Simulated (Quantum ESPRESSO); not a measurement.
A run of Quantum ESPRESSO 7.5:

Contents of pw.in:

```
&CONTROL
  calculation = 'scf'
  prefix = 'pwscf'
  outdir = './tmp'
  pseudo_dir = './pseudo'
  tprnfor = .true.
  tstress = .true.
  disk_io = 'low'
/
&SYSTEM
  ibrav = 0
  celldm(1) = 8
  nat = 4
  ntyp = 2
  ecutwfc = 45
  ecutrho = 360
  nbnd = 30
  occupations = 'smearing'
  smearing = 'fd'
  degauss = 0.00367493
/
&ELECTRONS
  conv_thr = 8d-10
  electron_maxstep = 120
  mixing_beta = 0.5
/
ATOMIC_SPECIES
Se    78.9710 se_pbesol_v1.uspp.F.UPF
Ti    47.8670 ti_pbesol_v1.4.uspp.F.UPF
CELL_PARAMETERS alat
  0.7552870600153   0.0000000000000   0.0000000000000
 -0.3776435300076   0.6540977811277   0.0000000000000
  0.0000000000000   0.0000000000000   1.8762015909676
ATOMIC_POSITIONS crystal
Se     0.0000000000    0.0000000000    0.0000000000
Ti     0.6666666667    0.3333333333    0.5000000000
Ti     0.3333333333    0.6666666667    0.7729020000
Ti     0.3333333333    0.6666666667    0.2270980000
K_POINTS automatic
10 10 4 0 0 0
```

bands.in

```
&CONTROL
  calculation = 'bands'
  prefix = 'pwscf'
  outdir = './tmp'
  pseudo_dir = './pseudo'
  disk_io = 'low'
  verbosity = 'high'
/
&SYSTEM
  ibrav = 0
  celldm(1) = 8
  nat = 4
  ntyp = 2
  ecutwfc = 45
  ecutrho = 360
  nbnd = 30
  occupations = 'smearing'
  smearing = 'fd'
  degauss = 0.00367493
/
&ELECTRONS
  conv_thr = 1d-08
  electron_maxstep = 120
  mixing_beta = 0.5
  diago_full_acc = .true.
  startingwfc = 'random'
/
ATOMIC_SPECIES
Se    78.9710 se_pbesol_v1.uspp.F.UPF
Ti    47.8670 ti_pbesol_v1.4.uspp.F.UPF
CELL_PARAMETERS alat
  0.7552870600153   0.0000000000000   0.0000000000000
 -0.3776435300076   0.6540977811277   0.0000000000000
  0.0000000000000   0.0000000000000   1.8762015909676
ATOMIC_POSITIONS crystal
Se     0.0000000000    0.0000000000    0.0000000000
Ti     0.6666666667    0.3333333333    0.5000000000
Ti     0.3333333333    0.6666666667    0.7729020000
Ti     0.3333333333    0.6666666667    0.2270980000
K_POINTS crystal
60
 0.0000000000  0.0000000000  0.0000000000 1
 0.0625000000  0.0000000000  0.0000000000 1
 0.1250000000  0.0000000000  0.0000000000 1
 0.1875000000  0.0000000000  0.0000000000 1
 0.2500000000  0.0000000000  0.0000000000 1
 0.3125000000  0.0000000000  0.0000000000 1
 0.3750000000  0.0000000000  0.0000000000 1
 0.4375000000  0.0000000000  0.0000000000 1
 0.5000000000  0.0000000000  0.0000000000 1
 0.4583333333  0.0833333333  0.0000000000 1
 0.4166666667  0.1666666667  0.0000000000 1
 0.3750000000  0.2500000000  0.0000000000 1
 0.3333333333  0.3333333333  0.0000000000 1
 0.3000000000  0.3000000000  0.0000000000 1
 0.2666666667  0.2666666667  0.0000000000 1
 0.2333333333  0.2333333333  0.0000000000 1
 0.2000000000  0.2000000000  0.0000000000 1
 0.1666666667  0.1666666667  0.0000000000 1
 0.1333333333  0.1333333333  0.0000000000 1
 0.1000000000  0.1000000000  0.0000000000 1
 0.0666666667  0.0666666667  0.0000000000 1
 0.0333333333  0.0333333333  0.0000000000 1
 0.0000000000  0.0000000000  0.0000000000 1
 0.0000000000  0.0000000000  0.1666666667 1
 0.0000000000  0.0000000000  0.3333333333 1
 0.0000000000  0.0000000000  0.5000000000 1
 0.0555555556  0.0000000000  0.5000000000 1
 0.1111111111  0.0000000000  0.5000000000 1
 0.1666666667  0.0000000000  0.5000000000 1
 0.2222222222  0.0000000000  0.5000000000 1
 0.2777777778  0.0000000000  0.5000000000 1
 0.3333333333  0.0000000000  0.5000000000 1
 0.3888888889  0.0000000000  0.5000000000 1
 0.4444444444  0.0000000000  0.5000000000 1
 0.5000000000  0.0000000000  0.5000000000 1
 0.4666666667  0.0666666667  0.5000000000 1
 0.4333333333  0.1333333333  0.5000000000 1
 0.4000000000  0.2000000000  0.5000000000 1
 0.3666666667  0.2666666667  0.5000000000 1
 0.3333333333  0.3333333333  0.5000000000 1
 0.3055555556  0.3055555556  0.5000000000 1
 0.2777777778  0.2777777778  0.5000000000 1
 0.2500000000  0.2500000000  0.5000000000 1
 0.2222222222  0.2222222222  0.5000000000 1
 0.1944444444  0.1944444444  0.5000000000 1
 0.1666666667  0.1666666667  0.5000000000 1
 0.1388888889  0.1388888889  0.5000000000 1
 0.1111111111  0.1111111111  0.5000000000 1
 0.0833333333  0.0833333333  0.5000000000 1
 0.0555555556  0.0555555556  0.5000000000 1
 0.0277777778  0.0277777778  0.5000000000 1
 0.0000000000  0.0000000000  0.5000000000 1
 0.5000000000  0.0000000000  0.5000000000 1
 0.5000000000  0.0000000000  0.3333333333 1
 0.5000000000  0.0000000000  0.1666666667 1
 0.5000000000  0.0000000000  0.0000000000 1
 0.3333333333  0.3333333333  0.0000000000 1
 0.3333333333  0.3333333333  0.1666666667 1
 0.3333333333  0.3333333333  0.3333333333 1
 0.3333333333  0.3333333333  0.5000000000 1
```

Potentials or basis: GBRV 1.5 PBEsol.

Run with:

```bash
$ OMP_NUM_THREADS=1 mpirun -n 2 pw.x -nk 2 -in pw.in > pw.out
$ OMP_NUM_THREADS=1 mpirun -n 2 pw.x -nk 2 -in bands.in > bands.out
```

Hardware: 2 MPI ranks on Arm Neoverse V2, with other jobs on the host.

Problem. Estimate the wall time of this run.

Solution. Run time: 2 min on 2 MPI ranks on Arm Neoverse V2 (shared host), peak memory 0.34 GiB a rank. Counts: scf iterations 22, k pools 2, bands 30, k points 42, g dense 54763.
